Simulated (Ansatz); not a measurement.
# SnO: the cost of one run

Method: reference: DFT, r2SCAN, plane waves, PAW, in Ansatz 0.2.0.

2 further runs of the same task are left out: 1 for a known fault of the program, 1 that didn't finish.

## (1) Starting point

The structure is cubic, space group F-43m (No. 216). Conventional cell: a = 5.416 Å, b = 5.416 Å, c = 5.416 Å, α = 90.00°, β = 90.00°, γ = 90.00°. Around Sn (site symmetry -43m) lie 4 O at 2.35 Å. O (site symmetry -43m) is surrounded by 4 Sn at 2.35 Å.

Structure file:

```cif
data_structure
_symmetry_space_group_name_H-M 'P 1'
_symmetry_Int_Tables_number 1
_cell_length_a 3.8300
_cell_length_b 3.8300
_cell_length_c 3.8300
_cell_angle_alpha 60.000
_cell_angle_beta 60.000
_cell_angle_gamma 60.000
_cell_volume 39.73
loop_
_atom_site_label
_atom_site_type_symbol
_atom_site_fract_x
_atom_site_fract_y
_atom_site_fract_z
_atom_site_occupancy
Sn1 Sn 0.00000 0.00000 0.00000 1
O1 O 0.25000 0.25000 0.25000 1
```

## (2) Baseline

input.yaml

```yaml
crystal:
  lattice:
    - [0.0, 2.7082147278, 2.7082147278]
    - [2.7082147278, 0.0, 2.7082147278]
    - [2.7082147278, 2.7082147278, 0.0]
  atoms:
    - { symbol: Sn, position: [0.0, 0.0, 0.0] }
    - { symbol: O, position: [0.25, 0.25, 0.25] }
kpoints:
  mp_grid: { grid: [6, 6, 6] }
hamiltonian:
  xc: r2scan
scf:
  occupations: { method: fermi_dirac, width: 0.02 }
  n_extra_bands: 4
output:
  forces: true
  stress: true
  eigenvalues: true
  write_density: true
  write_potential: true
  elf: true
  volumetric_format: npy
```

On the command line:

```console
$ ansatz run input.yaml --threads 4 --pin off --max-ram 3686MiB --backend cpu --events-out ev --progress --plain --runs-dir out
```

Q: Estimate wall time and peak memory on 4 threads of Intel Xeon Platinum 8488C (Sapphire Rapids), shared host.

About 1.6 s, with a peak of 0.49 GiB.
